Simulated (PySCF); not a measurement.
# Tl2: from the state search to spectroscopic constants

An exercise on one series of results from a longer session: the logs are not shown, and one member is left open.

The runs use PySCF 2.14.0; Tl def2-TZVPP with ECP60, scalar-relativistic core potentials.

The first run:

The job is set up so:

```
atoms                         : Tl, Tl
charge                        : 0
basis                         : Tl def2-TZVPP with ECP60
Hamiltonian                   : scalar-relativistic core potentials
basis functions               : 100
electrons treated             : 42
masses in u                   : 204.9744, 204.9744
levels                        : PBE0, PBE, r²SCAN, B3LYP, r²SCANh, PW91, revPBE, ωB97X, HF, MP2, SCS-MP2, CCSD, CCSD(T)
grid                          : 80 radial by 434 angular points
occupations                   : held fixed by the projection of orbital angular momentum
dissociation limit            : Tl + Tl, each in its ground configuration
starting distance in angstrom : 2.860
values of 2S to try           : 0, 2
```

Command:

```bash
$ OMP_NUM_THREADS=2 python dia.py task.json out
```

Among the steps run: Input; The PBE0 curve of the state that the search chose; Other states along the same grid; PBE; r²SCAN (meta-GGA); B3LYP (global hybrid GGA); r²SCANh; PW91; revPBE; ωB97X (range-separated hybrid); UHF (mean field); Correlated methods on the Hartree–Fock reference.

One of the session's tables, all rows but one given; the rest of the session is left out.

Energy (eV) from each level's lowest point:

```
R (Å)    UHF  UHF-MP2  UHF-SCS-MP2  UHF-CCSD  UHF-CCSD(T)
2.691  0.476    0.282        0.320       n/a          n/a
2.816  0.224    0.099        0.121     0.151        0.148
2.941  0.081    0.017        0.025     0.041        0.040
3.035  0.024    0.000        0.000     0.006        0.006
3.129  0.000    0.010        0.003     0.000        0.000
3.223  0.000    0.040        0.028     0.015        0.015
3.348      ?        ?            ?         ?            ?
3.505  0.094    0.201        0.178     0.139        0.133
3.692  0.203    0.338        0.312     0.256        0.242
3.942  0.375    0.533        0.508       n/a          n/a
```

**Question.** Estimate the row for R (Å) = 3.348.

Worked estimate for «UHF». A straight line through the neighbours (3.223, 0.000) and (3.505, 0.094) gives 0.000 + (0.094 − 0.000) × (3.348 − 3.223) / (3.505 − 3.223) = 0.042; a parabola fitted to 4 rows on both sides gives 0.031.

**Answer.** UHF: 0.028; UHF-MP2: 0.102; UHF-SCS-MP2: 0.083; UHF-CCSD: 0.059; UHF-CCSD(T): 0.057. In «UHF» the line misses by +0.014 and the parabola by +0.003.
